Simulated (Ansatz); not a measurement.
# C₃H₇BO: basis-set convergence

Aim: see how fast density functionals converge with the basis set for C₃H₇BO.

Computed with Ansatz 0.2.0, Gaussian basis. Level: one geometry, several basis sets.

The runs, in order: PBE0-D4/def2-SVP; ωB97M-V/def2-SVP; PBE0-D4/def2-QZVPP; ωB97M-V/def2-QZVPP; the functionals' def2-TZVPP values are taken from earlier runs.

## 1. The geometry

All runs share one geometry, relaxed beforehand with PBE0-D4 in a triple-zeta def2 set.

SMILES `CB/C=C/O`, 12 atoms, charge 0, spin multiplicity 1.

Atoms are counted from 1 here; the program's logs count them from 0.

Bond lengths: C1–B2 1.568 Å, C1–H6 1.097 Å, C1–H7 1.097 Å, C1–H8 1.092 Å, B2–C3 1.524 Å, B2–H9 1.204 Å, C3–C4 1.341 Å, C3–H10 1.088 Å, C4–O5 1.341 Å, C4–H11 1.088 Å, O5–H12 0.961 Å. Angles: B2–C1–H6 109.3°, B2–C1–H7 109.3°, B2–C1–H8 117.2°, H6–C1–H7 104.7°, H6–C1–H8 107.9°, H7–C1–H8 107.9°, C1–B2–C3 125.6°, C1–B2–H9 116.6°, C3–B2–H9 117.8°, B2–C3–C4 121.7°, B2–C3–H10 121.9°, C4–C3–H10 116.4°, C3–C4–O5 123.0°, C3–C4–H11 121.6°, O5–C4–H11 115.5°, C4–O5–H12 110.3°.

Coordinates:

```mol
C3H7BO
  3D, bonds by distance, orders not assigned

 12 11  0  0  0  0  0  0  0  0999 V2000
   -1.6489    0.0563    0.6816 C   0  0
   -0.1739    0.2765    1.1647 B   0  0
    1.0733    0.1413    0.2986 C   0  0
    0.9973   -0.1913   -0.9982 C   0  0
    2.0770   -0.3174   -1.7840 O   0  0
   -2.1215   -0.7151    1.3017 H   0  0
   -2.2323    0.9646    0.8755 H   0  0
   -1.7955   -0.2190   -0.3653 H   0  0
   -0.0243    0.5782    2.3201 H   0  0
    2.0713    0.3089    0.6976 H   0  0
    0.0411   -0.3779   -1.4832 H   0  0
    1.8133   -0.5602   -2.6752 H   0  0
  1  2  8  0
  2  3  8  0
  3  4  8  0
  4  5  8  0
  1  6  8  0
  1  7  8  0
  1  8  8  0
  2  9  8  0
  3 10  8  0
  4 11  8  0
  5 12  8  0
M  END
```

## 2. PBE0-D4 in def2-SVP

Input file in.yaml:

```yaml
crystal:
  periodic: [false, false, false]
  atoms:
    - {symbol: C, position_ang: [-1.648890, 0.056275, 0.681635]}
    - {symbol: B, position_ang: [-0.173885, 0.276509, 1.164654]}
    - {symbol: C, position_ang: [1.073282, 0.141283, 0.298647]}
    - {symbol: C, position_ang: [0.997324, -0.191312, -0.998156]}
    - {symbol: O, position_ang: [2.076977, -0.317436, -1.784007]}
    - {symbol: H, position_ang: [-2.121506, -0.715104, 1.301657]}
    - {symbol: H, position_ang: [-2.232279, 0.964555, 0.875455]}
    - {symbol: H, position_ang: [-1.795519, -0.218958, -0.365277]}
    - {symbol: H, position_ang: [-0.024256, 0.578212, 2.320092]}
    - {symbol: H, position_ang: [2.071276, 0.308879, 0.697638]}
    - {symbol: H, position_ang: [0.041113, -0.377874, -1.483193]}
    - {symbol: H, position_ang: [1.813262, -0.560229, -2.675246]}
basis:
  gaussian: {orbitals: def2-SVP}
hamiltonian: {xc: pbe0, dispersion: d4}
output: {orbitals: {seedname: orbitals}}
```

After this run come: ωB97M-V in def2-SVP; PBE0-D4 in def2-QZVPP; ωB97M-V in def2-QZVPP.

Before running them: what should the planned runs give, taken together? Wanted: PBE0-D4: double and triple zeta above quadruple; ωB97M-V: double and triple zeta above quadruple.

The runs gave:

| quantity | value |
| --- | --- |
| PBE0-D4: double and triple zeta above quadruple | 7.07, 0.34 eV |
| ωB97M-V: double and triple zeta above quadruple | 7.39, 0.33 eV |

What this shows: For PBE0-D4 the step from double to triple zeta gains 6.73 eV and the next only 0.34 eV. Total energies overstate the basis error of differences, where much of it tends to cancel.
